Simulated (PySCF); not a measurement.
# C₃H₉BF₂Si: electronic excitations

What electronic excitations should C₃H₉BF₂Si (`CCB(F)C[SiH2]F`) show?

Computed with PySCF 2.14.0, with density-fitted response routines of our own, on a single molecule in the gas phase. Atoms are numbered from 0 throughout.

**1. The starting structure**

16 atoms, charge 0, multiplicity 1; geometry from: GFN2-xTB.

Bonds of the start (Å): C0–C1 1.53, C1–B2 1.58, B2–F3 1.33, B2–C4 1.57, C4–Si5 1.91, Si5–F6 1.61, C0–H7 1.09, C0–H8 1.09, C0–H9 1.09, C1–H10 1.09, C1–H11 1.10, C4–H12 1.09, C4–H13 1.09, Si5–H14 1.46, Si5–H15 1.46.

**2. Excited states and response: wB97X-D/def2-SVPD**

What the job is given:

```
{"job": {"kind": "uv", "xc": "wB97X-D", "basis": "def2-SVPD", "nstates": 8, "ntriplets": 3}, "charge": 0, "multiplicity": 1}
C     -1.943634     0.077464     0.338503
C     -1.097230    -1.188829     0.216168
B      0.285953    -1.052606    -0.545384
F      0.995640    -2.166970    -0.692919
C      0.906912     0.278426    -1.097989
Si     1.821028     1.228267     0.278048
F      2.273267     0.207048     1.440182
H     -2.863245    -0.123741     0.883987
H     -2.210246     0.457217    -0.645319
H     -1.396419     0.853377     0.868406
H     -1.692402    -1.971234    -0.264963
H     -0.885837    -1.572093     1.219949
H      0.153976     0.945006    -1.512786
H      1.620377     0.060859    -1.892956
H      0.952584     2.169652     0.973211
H      3.071676     1.807102    -0.191829
```

Method: TDDFT wB97X-D/def2-SVPD, vertical, gas phase, core orbitals frozen in the response.

On the command line:

```bash
OMP_NUM_THREADS=1 python probes_run.py task.json out
```

One launch serves the whole session: the jobs run in the order shown.

Standard output:

```text
coarse grid: 13720 points
cycle   1  E = -633.2897107760  dE =  5.674e-01  |g| = 7.007e-01  |ddm| = 5.252e+00
cycle   2  E = -633.2876058616  dE =  2.105e-03  |g| = 8.014e-01  |ddm| = 1.518e+00
cycle   3  E = -633.3868640807  dE = -9.926e-02  |g| = 6.297e-02  |ddm| = 5.953e-01
cycle   4  E = -633.3876680948  dE = -8.040e-04  |g| = 2.538e-02  |ddm| = 1.291e-01
cycle   5  E = -633.3878370536  dE = -1.690e-04  |g| = 4.649e-03  |ddm| = 4.903e-02
cycle   6  E = -633.3878428335  dE = -5.780e-06  |g| = 1.006e-03  |ddm| = 1.139e-02
final grid: 128320 points
cycle   7  E = -633.4699918586  dE = -1.111e-04  |g| = 7.063e-03  |ddm| = 1.555e-01
cycle   8  E = -633.4699924755  dE = -6.170e-07  |g| = 7.795e-03  |ddm| = 2.694e-02
cycle   9  E = -633.4700020806  dE = -9.605e-06  |g| = 5.260e-04  |ddm| = 5.682e-03
cycle  10  E = -633.4700021661  dE = -8.545e-08  |g| = 2.585e-04  |ddm| = 2.985e-03
cycle  11  E = -633.4700021839  dE = -1.787e-08  |g| = 5.065e-05  |ddm| = 5.870e-04
cycle  12  E = -633.4700021849  dE = -9.511e-10  |g| = 1.087e-05  |ddm| = 1.415e-04
converged SCF energy = -633.4700021849

Static polarisability (au): isotropic 73.593, principal 65.459 72.500 82.818

Singlet excitations
state   eV       nm        f      main configurations
  1   6.6231    187.2   0.01502   H->L 0.81
  2   7.8878    157.2   0.05478   H-1->L 0.67, H->L+1 0.11
  3   8.0734    153.6   0.02031   H->L+1 0.46, H-1->L 0.20, H-2->L 0.13
  4   8.3088    149.2   0.07208   H-2->L 0.34, H->L+1 0.30, H->L+2 0.10
  5   8.5280    145.4   0.04120   H->L+2 0.39, H-1->L+2 0.17, H-2->L 0.14
  6   8.8452    140.2   0.03208   H-3->L 0.48, H-2->L 0.18
  7   8.9557    138.4   0.00682   H-4->L 0.60, H-3->L 0.15
  8   9.0307    137.3   0.06910   H-1->L+1 0.37, H->L+2 0.16, H->L+5 0.14

Triplet excitations (Tamm-Dancoff, eV): 6.1514 7.3484 7.7202
```

Run time: 29 s. Hardware: 1 thread of Intel Xeon 6975P-C, shared host; peak memory 0.92 GiB.

Frontier orbitals and where they lie:

```
orbital      eV                         atoms
 HOMO−3  -11.88     C1 23 %, C0 21 %, H11 9 %
 HOMO−2  -11.62   Si5 24 %, H15 20 %, F6 12 %
 HOMO−1  -11.33   C4 28 %, Si5 21 %, H14 14 %
   HOMO  -10.39     C1 22 %, B2 20 %, C4 18 %
   LUMO    1.35    B2 24 %, Si5 20 %, C4 14 %
 LUMO+1    1.88     B2 35 %, Si5 14 %, C0 7 %
 LUMO+2    2.20  Si5 33 %, H15 10 %, H12 10 %
```

With each of the 8 states as a Gaussian band of 0.4 eV half-width at 1/e, the curve within the window shown has maxima at 187 nm (ε 610), 149 nm (ε 5,800) L/(mol cm). Beyond the last state computed it falls off for lack of states. The curve at chosen wavelengths:

```
 nm  ε (L/mol/cm)
133          2041
136          3902
139          5030
142          5317
145          5533
147          5727
150          5784
153          5346
156          4463
159          3302
162          2106
165          1139
168           531
170           313
173           189
176           224
179           344
182           483
185           583
188           606
191           549
193           480
196           355
199           236
202           143
205            79
```

Ground-state properties from the same run:

| property | computed |
| --- | --- |
| dipole moment (D) | 2.63 |
| polarisability (Å³) | 10.91 |
| HOMO–LUMO gap (eV) | 11.74 |
| −ε(HOMO) (eV) | 10.39 |

**3. What came out**

```
                                quantity                        value
      lowest singlet (wB97X-D/def2-SVPD)  6.62 eV (187 nm), f = 0.015
brightest single state of those computed  state 4, 8.31 eV, f = 0.072
                          lowest triplet                      6.15 eV
```

In words: The lowest singlet, at 6.62 eV, is HOMO→LUMO 0.81 and is weak; of the 8 states computed, the strongest absorption comes from state 4 at 8.31 eV (the last state computed is bright too, and its partners may lie past the list). The lowest triplet lies 0.47 eV below the lowest singlet (triplets in Tamm-Dancoff, singlets in full TDDFT).
